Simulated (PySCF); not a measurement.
# C₇H₅Cl: magnetic properties

Aim: compute the magnetic properties of C₇H₅Cl (`C#CC1=C(Cl)C=CC1`).

Computed with PySCF 2.14.0 and routines of our own; the level stands in each step. Atoms count from 0.

## (1) The system as given

13 atoms, charge 0, multiplicity 1; geometry from: GFN2-xTB.

## (2) Magnetic properties: GIAO PBE0/pcSseg-1

What the job is given:

```
{"job": {"kind": "mag", "xc": "PBE0", "basis": "pcSseg-1", "isotopologues": 2}, "charge": 0, "multiplicity": 1}
C      3.039690    -0.182626    -0.482051
C      1.856333    -0.065976    -0.301901
C      0.480252     0.061544    -0.092204
C     -0.280572     1.182269    -0.171732
Cl     0.264233     2.759474    -0.559187
C     -1.659031     0.867127     0.118636
C     -1.758949    -0.444372     0.378397
C     -0.416955    -1.087644     0.271131
H      4.071831    -0.277795    -0.640311
H     -2.446042     1.597689     0.116421
H     -2.649169    -0.990474     0.630013
H     -0.109351    -1.552985     1.209982
H     -0.396657    -1.865745    -0.494922
```

With the program's defaults for keys left out, this is: GIAO PBE0/pcSseg-1 magnetisability, rotational g tensor and spin-rotation constants, non-relativistic, gas phase.

Launch:

```sh
> OMP_NUM_THREADS=1 python excited_run.py task.json out
```

One launch serves the whole session: the jobs run in the order shown.

The log of the run:

```text
coarse grid: 12328 points
cycle   1  E = -729.2297293801  dE =  1.463e+00  |g| = 4.036e-01  |ddm| = 3.861e+00
cycle   2  E = -729.2224892070  dE =  7.240e-03  |g| = 4.438e-01  |ddm| = 1.002e+00
cycle   3  E = -729.2685628611  dE = -4.607e-02  |g| = 1.320e-01  |ddm| = 5.561e-01
cycle   4  E = -729.2729941509  dE = -4.431e-03  |g| = 3.888e-02  |ddm| = 1.747e-01
cycle   5  E = -729.2733185296  dE = -3.244e-04  |g| = 1.687e-02  |ddm| = 4.658e-02
cycle   6  E = -729.2733776925  dE = -5.916e-05  |g| = 5.993e-03  |ddm| = 1.730e-02
cycle   7  E = -729.2733863120  dE = -8.619e-06  |g| = 1.575e-03  |ddm| = 6.401e-03
final grid: 117064 points
cycle   8  E = -729.3224399640  dE = -3.483e-05  |g| = 6.744e-03  |ddm| = 7.602e-02
cycle   9  E = -729.3224331837  dE =  6.780e-06  |g| = 8.451e-03  |ddm| = 1.574e-02
cycle  10  E = -729.3224505665  dE = -1.738e-05  |g| = 1.850e-03  |ddm| = 9.949e-03
cycle  11  E = -729.3224513660  dE = -7.995e-07  |g| = 4.878e-04  |ddm| = 2.174e-03
cycle  12  E = -729.3224514197  dE = -5.372e-08  |g| = 1.365e-04  |ddm| = 5.787e-04
cycle  13  E = -729.3224514234  dE = -3.663e-09  |g| = 6.735e-05  |ddm| = 1.828e-04
cycle  14  E = -729.3224514245  dE = -1.123e-09  |g| = 1.622e-05  |ddm| = 6.771e-05
cycle  15  E = -729.3224514245  dE = -6.230e-11  |g| = 4.132e-06  |ddm| = 1.925e-05
converged SCF energy = -729.3224514245

Magnetisability tensor (1e-30 J/T^2)
    -1154.66      -30.00      -64.68
      -30.00    -1138.97      -74.97
      -64.68      -74.97    -1546.71
isotropic -1280.11   principal values   -1571.48  -1154.44  -1114.42
isotropic susceptibility -77.090 1e-6 cm^3/mol

Inertial axes            a          b          c
rot. const./GHz      2.0063     1.9069     0.9836
chi total           -68.779    -67.855    -94.637
chi diamagnetic    -661.110   -720.491  -1269.724
chi paramagnetic    592.331    652.636   1175.087
quadrupole/D A        7.553      0.665     -8.218
g nuclear            0.5350     0.5653     0.5478
g electronic        -0.5583    -0.5847    -0.5430
g total             -0.0233    -0.0194     0.0048

Spin-rotation constants (kHz, H = +C I.J)
atom  isotope        aa         bb         cc
  4   35Cl        0.725      0.290      0.207
  8     1H        0.094     -0.221     -0.113
  9     1H        0.067     -0.052     -0.115
 10     1H        0.084     -0.069     -0.114
 11     1H       -0.209     -0.086     -0.024
 12     1H       -0.209     -0.088     -0.024
  0    13C*       0.304      0.559      0.330
  1    13C*      -0.031      0.706      0.355
  2    13C*       0.866      0.658      0.151
  3    13C*       0.831      0.808      0.209
  5    13C*       0.980      0.629      0.173
  6    13C*       1.001      0.672      0.134
  7    13C*       0.349      0.406      0.177
* in the singly substituted isotopologue

Isotopologues: g along a, b, c
2H    at 8,9,10,11,12      -0.0218    -0.0173     0.0043
13C   at 0                 -0.0234    -0.0187     0.0047
```

Wall time 40 s (1 thread of Arm Neoverse N1, shared host); peak memory 0.76 GiB.

From this job:

| quantity | value |
| --- | --- |
| magnetisability | -1280·10⁻³⁰ J/T² |
| molar susceptibility | -77.1·10⁻⁶ cm³/mol |
| rotational g (a, b, c) | -0.0233, -0.0194, 0.0048 |

## (3) Magnetic properties: GIAO LDA/6-31G*

Settings changed since step 2:

```diff
@@ -1,2 +1,2 @@
-{"job": {"kind": "mag", "xc": "PBE0", "basis": "pcSseg-1", "isotopologues": 2}, "charge": 0, "multiplicity": 1}
+{"job": {"kind": "mag", "xc": "LDA", "basis": "6-31G*", "scf": {"damp": 0.1}}, "charge": 0, "multiplicity": 1}
 C      3.039690    -0.182626    -0.482051
```

Method: GIAO LDA/6-31G* magnetisability, rotational g tensor and spin-rotation constants, non-relativistic, gas phase.

The log of the run:

```text
damping 0.10 in the first 6 cycles
final grid: 117064 points
cycle   1  E = -725.7556062615  dE =  1.183e+00  |g| = 5.718e-01  |ddm| = 5.007e+00
cycle   2  E = -725.7350722179  dE =  2.053e-02  |g| = 6.273e-01  |ddm| = 1.547e+00
cycle   3  E = -725.6018189977  dE =  1.333e-01  |g| = 9.013e-01  |ddm| = 1.952e+00
cycle   4  E = -724.8815168098  dE =  7.203e-01  |g| = 1.812e+00  |ddm| = 3.610e+00
cycle   5  E = -715.8343510178  dE =  9.047e+00  |g| = 4.341e+00  |ddm| = 7.826e+00
cycle   6  E = -607.2226428440  dE =  1.086e+02  |g| = 1.103e+01  |ddm| = 2.873e+01
cycle   7  E = -443.4726574323  dE =  1.637e+02  |g| = 1.408e+01  |ddm| = 7.371e+01
cycle   8  E = -697.7180773358  dE = -2.542e+02  |g| = 6.574e+00  |ddm| = 6.887e+01
cycle   9  E = -697.8010635015  dE = -8.299e-02  |g| = 7.910e+00  |ddm| = 5.100e+01
cycle  10  E = -720.4206951974  dE = -2.262e+01  |g| = 3.647e+00  |ddm| = 4.374e+01
cycle  11  E = -722.5106444676  dE = -2.090e+00  |g| = 2.812e+00  |ddm| = 1.375e+01
cycle  12  E = -725.1942617009  dE = -2.684e+00  |g| = 1.360e+00  |ddm| = 1.862e+01
cycle  13  E = -724.8894788136  dE =  3.048e-01  |g| = 1.689e+00  |ddm| = 3.348e+00
cycle  14  E = -725.7962544544  dE = -9.068e-01  |g| = 4.377e-01  |ddm| = 2.202e+00
cycle  15  E = -725.8073578176  dE = -1.110e-02  |g| = 3.800e-01  |ddm| = 7.694e-01
cycle  16  E = -725.8461688865  dE = -3.881e-02  |g| = 8.692e-02  |ddm| = 4.444e-01
cycle  17  E = -725.8479764804  dE = -1.808e-03  |g| = 3.609e-02  |ddm| = 1.356e-01
cycle  18  E = -725.8480740248  dE = -9.754e-05  |g| = 3.047e-02  |ddm| = 7.052e-02
cycle  19  E = -725.8483225611  dE = -2.485e-04  |g| = 5.092e-03  |ddm| = 3.746e-02
cycle  20  E = -725.8483301031  dE = -7.542e-06  |g| = 1.351e-03  |ddm| = 9.377e-03
cycle  21  E = -725.8483304946  dE = -3.915e-07  |g| = 5.118e-04  |ddm| = 1.893e-03
cycle  22  E = -725.8483305613  dE = -6.663e-08  |g| = 1.144e-04  |ddm| = 6.469e-04
cycle  23  E = -725.8483305618  dE = -5.812e-10  |g| = 1.087e-04  |ddm| = 2.481e-04
cycle  24  E = -725.8483305649  dE = -3.017e-09  |g| = 2.841e-05  |ddm| = 1.401e-04
cycle  25  E = -725.8483305651  dE = -2.285e-10  |g| = 7.004e-06  |ddm| = 4.007e-05
converged SCF energy = -725.8483305651

Magnetisability tensor (1e-30 J/T^2)
    -1106.29      -33.76      -67.49
      -33.76    -1112.78      -74.06
      -67.49      -74.06    -1518.73
isotropic -1245.93   principal values   -1543.81  -1118.37  -1075.62
isotropic susceptibility -75.032 1e-6 cm^3/mol

Inertial axes            a          b          c
rot. const./GHz      2.0063     1.9069     0.9836
chi total           -65.820    -66.305    -92.970
chi diamagnetic    -658.419   -718.016  -1267.787
chi paramagnetic    592.599    651.711   1174.816
quadrupole/D A        7.005      0.482     -7.487
g nuclear            0.5350     0.5653     0.5478
g electronic        -0.5586    -0.5838    -0.5429
g total             -0.0236    -0.0186     0.0049

Spin-rotation constants (kHz, H = +C I.J)
atom  isotope        aa         bb         cc
  4   35Cl        0.696      0.302      0.200
  8     1H        0.097     -0.236     -0.120
  9     1H        0.057     -0.058     -0.118
 10     1H        0.070     -0.075     -0.117
 11     1H       -0.221     -0.089     -0.025
 12     1H       -0.221     -0.091     -0.024
  0    13C*       0.301      0.502      0.296
  1    13C*       0.016      0.636      0.316
  2    13C*       0.768      0.611      0.144
  3    13C*       0.757      0.732      0.204
  5    13C*       0.874      0.598      0.162
  6    13C*       0.882      0.632      0.124
  7    13C*       0.320      0.376      0.161
* in the singly substituted isotopologue
```

It took 41 s on 1 thread of Arm Neoverse N1, shared host; peak memory 0.53 GiB.

In short:

| quantity | value |
| --- | --- |
| magnetisability | -1246·10⁻³⁰ J/T² |
| molar susceptibility | -75.0·10⁻⁶ cm³/mol |
| rotational g (a, b, c) | -0.0236, -0.0186, 0.0049 |

## (4) The levels compared

| level | ξ (10⁻³⁰ J/T²) | g(a) | g(b) | gap (eV) | functions | time |
| --- | --- | --- | --- | --- | --- | --- |
| GIAO PBE0/pcSseg-1 | -1280 | -0.0233 | -0.0194 | 4.85 | 168 | 40 s |
| GIAO LDA/6-31G* | -1246 | -0.0236 | -0.0186 | 3.06 | 126 | 41 s |

## (5) Outcome

```
                                           quantity                      value
       magnetisability (step 2, GIAO PBE0/pcSseg-1)           -1280·10⁻³⁰ J/T²
  molar susceptibility (step 2, GIAO PBE0/pcSseg-1)         -77.1·10⁻⁶ cm³/mol
rotational g (a, b, c) (step 2, GIAO PBE0/pcSseg-1)   -0.0233, -0.0194, 0.0048
                    magnetisability over the levels  -1280 to -1246·10⁻³⁰ J/T²
```

In words: The magnetisability spreads by 2.7 % over 2 levels of like cost. Two levels can agree by chance, so this spread shows no convergence. Vibrational averaging and real surroundings are missing from these values.
